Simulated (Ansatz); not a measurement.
Write a Python script for the Ansatz DFT code, driven from Python that makes a ladder of methods at one geometry of CH3FSSi, SMILES F[SiH2]C=S. Level of theory (for the species named): CAM-B3LYP, def2-SVP basis, multiplicity 1. The script varies functional: cam_b3lyp, hse06, blyp, revpbe, hf, r2scan.

```xyz
7

F    -1.7393    0.8703    0.0639
Si   -0.1973    0.7228   -0.0206
C     0.1457   -1.1004    0.0117
S     1.8350   -1.6128   -0.0378
H     0.2830    1.3572   -1.2942
H     0.3997    1.4642    1.1357
H    -0.6655   -1.7693    0.0957
```

The script, `ch3fssi_methods.py`:
```python
# -*- coding: utf-8 -*-
"""CH3FSSi at several levels of theory."""

from pathlib import Path

import ansatz as az
import numpy as np

ch3fssi = (
    az.Crystal.molecule()
    .atom("F", [-1.7393, 0.8703, 0.0639])
    .atom("Si", [-0.1973, 0.7228, -0.0206])
    .atom("C", [0.1457, -1.1004, 0.0117])
    .atom("S", [1.835, -1.6128, -0.0378])
    .atom("H", [0.283, 1.3572, -1.2942])
    .atom("H", [0.3997, 1.4642, 1.1357])
    .atom("H", [-0.6655, -1.7693, 0.0957])
)

calc = (
    ch3fssi.calculation()
    .basis(gaussian="def2-SVP")
    .accuracy("high")
)

print("functional    E (Ha)        dipole (D)   HOMO (eV)  LUMO (eV)")
for name in ["cam_b3lyp", "hse06", "blyp", "revpbe", "hf", "r2scan"]:
    summary = calc.functional(name).forces().orbitals().run(threads=1, backend="cpu", runs_dir="runs").report
    lines = Path(summary["orbitals_path"]).read_text().splitlines()
    field_of = lambda key: [line.split("=")[1].strip() for line in lines if line.startswith(key)]
    orbitals = [(27.211386 * float(e), s, float(n)) for e, s, n in zip(field_of("Ene="), field_of("Spin="), field_of("Occup="))]
    homo = max(e for e, _, n in orbitals if n > 0.5)
    lumo = min(e for e, _, n in orbitals if n < 0.5)
    dipole = 4.803205 * np.linalg.norm(summary["charge_distribution"]["dipole_moment_e_ang"])
    print(f"{name:10s} {summary['free_energy_ev'] / 27.211386246:14.6f} {dipole:9.3f} {homo:11.3f} {lumo:10.3f}")
```

Running `python ch3fssi_methods.py` prints:
```text
functional    E (Ha)        dipole (D)   HOMO (eV)  LUMO (eV)
cam_b3lyp     -827.076374     0.423      -8.164     -2.259
hse06         -826.684410     0.455      -6.478     -3.902
blyp          -827.080710     0.422      -5.331     -4.084
revpbe        -826.933927     0.509      -5.531     -4.285
hf            -825.189131     0.676      -9.805      0.096
r2scan        -826.993226     0.579      -5.865     -4.372
```

The settings weren't tested for convergence. The geometry is a force-field or estimated start, not a minimum of this method, and the basis set is short of its limit. A lower total doesn't mark the better method: functionals have no common bound, and MP2 and coupled cluster aren't variational. Levels such as HOMO and LUMO are orbital energies: with these approximate functionals they aren't the ionisation energy and electron affinity, and their gap isn't the fundamental gap. hse06 follows the composition of plane-wave codes, whose totals differ by tens of mHa, up to about 0.1 Ha, from the form usual in Gaussian-basis programs (wpbeh). Hardware and time: 24 s on 1 thread of Intel(R) Xeon(R) 6975P-C (Granite Rapids), with other jobs on the host, peak memory 0.35 GiB.

(A comment or docstring line of the script was reworded after the run, the code is as it ran; lines on the test bed's own set-up are left out of the output.)
